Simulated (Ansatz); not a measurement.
# GeHNP: the cost of one run

Computed with Ansatz 0.2.0, Gaussian basis. Level: the settings change from run to run.

31 further runs of the same task are left out: 7 for a known fault of the program, 8 that didn't finish, 16 set aside as unsound or not needed.

## 1. The system

The geometry is a PBE0/def2-TZVP stationary point (not a proven minimum) of the parent state, kept for this charge and spin. No spin-orbit coupling is included. The filled d shell of Ge may be among the frozen orbitals whatever the setting's name suggests; the logs give the count.

4 atoms, charge 1, spin multiplicity 3.

Atoms are counted from 1 here; the program's logs count them from 0.

Bond lengths: Ge1–P2 2.340 Å, P2–N3 1.544 Å, N3–H4 1.008 Å. Angles: Ge1–P2–N3 112.6°, P2–N3–H4 134.4°.

## 2. CCSD on UHF/cc-pVDZ

The input, in.yaml:

```yaml
crystal:
  periodic: [false, false, false]
  atoms:
    - {symbol: Ge, position_ang: [0.000000, -0.088165, 1.003333]}
    - {symbol: P, position_ang: [0.000000, 0.538146, -1.251469]}
    - {symbol: N, position_ang: [0.000000, -0.676259, -2.205119]}
    - {symbol: H, position_ang: [0.000000, -0.785688, -3.207505]}
basis:
  gaussian: {orbitals: cc-pVDZ}
total_charge: 1
magnetization: {spin_polarized: true, initial_magnetization: 2}
correlation: {method: ccsd, electrons: valence}
```

Run with:

```
ansatz run in.yaml --threads 1 --pin off --events-out ev --progress --plain --max-ram 2393MiB
```

What time and memory should one allow on 1 thread of Arm Neoverse V2, shared host?

About 64 s, with a peak of 0.25 GiB.
